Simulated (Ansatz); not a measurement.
# CdS (Hawleyite): the cost of one run

All numbers are computed with Ansatz 0.2.0 through its Python package. The levels of theory stand in the script.

**1. The structure**

The structure is cubic, space group F-43m (No. 216). Conventional cell: a = 5.833 Å, b = 5.833 Å, c = 5.833 Å, α = 90.00°, β = 90.00°, γ = 90.00°. Around Cd (site symmetry -43m) lie 4 S at 2.53 Å. Around S (site symmetry -43m) lie 4 Cd at 2.53 Å.

No structure file is read: the coordinates are typed or built in the script.

**2. The script**

File cds.py:

```python
'''Checking the PAW result for CdS with LAPW.'''

import ansatz as az
import numpy as np
import pandas as pd

FUNCTIONAL = 'pbe'
MESH = (6, 6, 6)
OCCUPATIONS = 'fixed'


def count_gap(report):
    # lowest empty less highest filled band, counting bands; zero where they overlap
    return max(report.get('gap_by_band_count_ev') or 0.0, 0.0)

crystal = (
    az.Lattice.from_parameters(4.124554, 4.124554, 4.124554, alpha=60.0, beta=60.0, gamma=60.0)
    .atom('Cd', (0.0, 0.0, 0.0))
    .atom('S', (0.25, 0.25, 0.25))
)

model = (
    crystal.calculation()
    .functional(FUNCTIONAL)
    .kpoints(*MESH, center='gamma')
    .occupations(OCCUPATIONS)
    .stress()  # positive in compression
    .forces()  # minus the gradient of the free energy
    .band_table()  # levels at the mesh points
)
variants = {
    'PAW': model.pseudopotentials('paw'),
    'LAPW': model.pseudopotentials('all_electron', lapw=True),
}
# totals differ by the cores that each treatment holds, so compare what does not depend on them
rows = []
for label, variant in variants.items():
    report = variant.run(threads=1, backend='cpu').report
    levels = np.array(report['eigenvalues_ev'][0]) - report['fermi_energy_ev']
    print(label, 'levels at the first k-point near E_F:', np.round(levels[np.abs(levels) < 5], 3))
    rows.append((label, report['n_electrons'], np.trace(report['stress_gpa']) / 3, count_gap(report)))
print(pd.DataFrame(rows, columns=['treatment', 'electrons in bands', 'P GPa', 'gap by band count eV']).round(4).to_string(index=False))
```

**3. Launch**

On the command line:

```
python cds.py
```

Q: Estimate wall time and peak memory on 1 thread of Arm Neoverse V1, shared host.

About 12 s, with a peak of 0.46 GiB.
